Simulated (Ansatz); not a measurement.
**C₂H₆BF₃S: basis-set convergence**

One table from this session's results is given with a row withheld; the runs are named, their logs left out.

Method: one geometry, several basis sets; program: Ansatz 0.2.0, Gaussian basis.

Plan: PBE0-D4/def2-SVP; ωB97M-V/def2-SVP; PBE0-D4/def2-QZVPP; ωB97M-V/def2-QZVPP; the functionals' def2-TZVPP values are taken from earlier runs.

### The geometry

All runs share one geometry, relaxed beforehand with PBE0-D4 in a triple-zeta def2 set.

13 atoms, charge 0, spin multiplicity 1.

Atoms are counted from 1 here; the program's logs count them from 0.

Bond lengths: C1–S2 1.791 Å, C1–H8 1.090 Å, C1–H9 1.090 Å, C1–H10 1.089 Å, S2–C3 1.791 Å, S2–B4 2.151 Å, C3–H11 1.090 Å, C3–H12 1.090 Å, C3–H13 1.089 Å, B4–F5 1.353 Å, B4–F6 1.353 Å, B4–F7 1.360 Å. Angles: S2–C1–H8 106.7°, S2–C1–H9 109.8°, S2–C1–H10 109.9°, H8–C1–H9 109.5°, H8–C1–H10 109.6°, H9–C1–H10 111.1°, C1–S2–C3 101.3°, C1–S2–B4 99.7°, C3–S2–B4 99.8°, S2–C3–H11 106.7°, S2–C3–H12 109.8°, S2–C3–H13 109.9°, H11–C3–H12 109.5°, H11–C3–H13 109.6°, H12–C3–H13 111.1°, S2–B4–F5 102.1°, S2–B4–F6 102.0°, S2–B4–F7 102.9° and more.

Set-up of the first run:

in.yaml reads:

```yaml
crystal:
  periodic: [false, false, false]
  atoms:
    - {symbol: C, position_ang: [-0.530147, -1.504946, -0.396421]}
    - {symbol: S, position_ang: [0.246991, 0.031039, -0.891232]}
    - {symbol: C, position_ang: [1.620426, 0.113481, 0.255453]}
    - {symbol: B, position_ang: [-1.091630, 1.433158, 0.041234]}
    - {symbol: F, position_ang: [-0.440784, 2.605918, -0.136233]}
    - {symbol: F, position_ang: [-2.226605, 1.257991, -0.674126]}
    - {symbol: F, position_ang: [-1.146267, 0.992522, 1.326669]}
    - {symbol: H, position_ang: [-1.452012, -1.589300, -0.971161]}
    - {symbol: H, position_ang: [-0.765332, -1.473704, 0.667019]}
    - {symbol: H, position_ang: [0.124501, -2.344078, -0.629383]}
    - {symbol: H, position_ang: [2.097503, 1.081394, 0.104365]}
    - {symbol: H, position_ang: [1.251687, 0.044691, 1.278429]}
    - {symbol: H, position_ang: [2.332068, -0.682865, 0.040088]}
basis:
  gaussian: {orbitals: def2-SVP}
hamiltonian: {xc: pbe0, dispersion: d4}
output: {orbitals: {seedname: orbitals}}
```

The run is started by

```bash
> ansatz run in.yaml --threads 4 --pin off --events-out ev --progress --plain --max-ram 11315MiB
```

Steps of the session up to this table: PBE0-D4 in def2-SVP; ωB97M-V in def2-SVP; PBE0-D4 in def2-QZVPP; ωB97M-V in def2-QZVPP.

One table of the session follows, with a row left open; its other results are not shown here.

It belongs to the step «Functionals by basis». 

| functional | basis | HOMO (eV) | LUMO (eV) |
| --- | --- | --- | --- |
| PBE0-D4 | def2-SVP | -8.20 | 0.65 |
| PBE0-D4 | def2-TZVPP | -8.22 | 0.19 |
| PBE0-D4 | def2-QZVPP | -8.23 | 0.01 |
| ωB97M-V | def2-SVP | -10.36 | 2.74 |
| ωB97M-V | def2-TZVPP | ? | ? |
| ωB97M-V | def2-QZVPP | -10.41 | 1.45 |

Estimate the missing values for ωB97M-V, def2-TZVPP.

As computed: HOMO (eV): -10.39; LUMO (eV): 2.09. In the column «HOMO (eV)» it lies between ωB97M-V, def2-QZVPP (-10.41) and ωB97M-V, def2-SVP (-10.36).
